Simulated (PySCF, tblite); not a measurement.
# C₅H₃N₅: geometry, infrared bands and NMR shifts

Aim: predict the infrared bands and NMR shifts of C₅H₃N₅ (`Cn1nc(C#N)c(C#N)n1`).

Programs: tblite 0.8.0 and PySCF 2.14.0, with density-fitted response routines of our own. Each step states its level of theory. These are calculated values for one molecule in the gas phase, unless marked as measured. Atoms count from 0, in the outputs and in this text.

## 1. Starting geometry

13 atoms, charge 0, multiplicity 1; geometry from: force field or distance geometry start.

Bonds of the start (Å): C0–N1 1.45, N1–N2 1.32, N2–C3 1.34, C3–C4 1.43, C4–N5 1.16, C3–C6 1.38, C6–C7 1.45, C7–N8 1.16, C6–N9 1.36, N9–N1 1.34, C0–H10 1.13, C0–H11 1.13, C0–H12 1.09.

## 2. Optimising the geometry with GFN2-xTB

The job: settings as JSON, then the geometry in Å.

```
{"job": {"kind": "relax", "xc": "GFN2-xTB", "basis": "xTB"}, "charge": 0, "multiplicity": 1}
C     -2.485000    -0.020000     0.064400
N     -1.041200     0.008100     0.007800
N     -0.242400     1.054800     0.035700
C      1.044300     0.698000    -0.033700
C      2.175800     1.571100    -0.021100
N      3.079500     2.291600    -0.018200
C      1.058900    -0.682700    -0.082800
C      2.223000    -1.540300    -0.146800
N      3.151100    -2.232400    -0.189600
N     -0.244300    -1.074000    -0.046400
H     -2.880200     0.649500     0.886700
H     -2.872600    -1.032700     0.378300
H     -2.971400     0.309500    -0.852000
```

Run with:

```console
OMP_NUM_THREADS=1 python probes_run.py task.json out
```

The driver reads the jobs from task.json and runs them one after another.

**Question.** This job is followed by: GFN2-xTB harmonic vibrations, gas phase; GIAO PBE0/pcSseg-1 NMR shielding, non-relativistic, gas phase. What will the session give for the following? strongest single infrared mode (GFN2-xTB); zero-point energy (GFN2-xTB); 13C shifts against TMS (PBE0/pcSseg-1, means over atoms taken as alike); 1H shifts against TMS (PBE0/pcSseg-1, means over atoms taken as alike); 15N shifts against NH3 (PBE0/pcSseg-1, means over atoms taken as alike); surface potential, 1st and 99th percentile.

As calculated:

| quantity | value |
| --- | --- |
| strongest single infrared mode (GFN2-xTB) | 2383 cm⁻¹, 166 km/mol |
| zero-point energy (GFN2-xTB) | 51.4 kcal/mol |
| 13C shifts against TMS (PBE0/pcSseg-1, means over atoms taken as alike) | 133.6, 114.7, 42.3 ppm |
| 1H shifts against TMS (PBE0/pcSseg-1, means over atoms taken as alike) | 4.38 ppm |
| 15N shifts against NH3 (PBE0/pcSseg-1, means over atoms taken as alike) | 380.1, 339.6, 277.0 ppm |
| surface potential, 1st and 99th percentile | -1.52 V and 1.77 V |

Relaxing lowered the energy by 0.630 eV in 27 steps; the close pair that moved most is C6–C7, from 1.447 to 1.404 Å. All 33 modes are real, so the xTB geometry is a minimum. GFN2-xTB is a fitted tight-binding method: band positions and strengths are rough. Its intensities can rank the bands wrongly. At PBE0/pcSseg-1: The widest tensor belongs to N2, N9: span 528 ppm, with a paramagnetic part of -436 ppm. NICS(1)zz of -31 ppm above the planar ring from N1 marks a diatropic (aromatic) ring current. By nearest atom (PBE0/pcSseg-1), the HOMO sits on C3, C6 about 18 % each; N1, N8 about 17 % each and the LUMO on C3, C6 about 17 % each; N5, N8 about 14 % each.
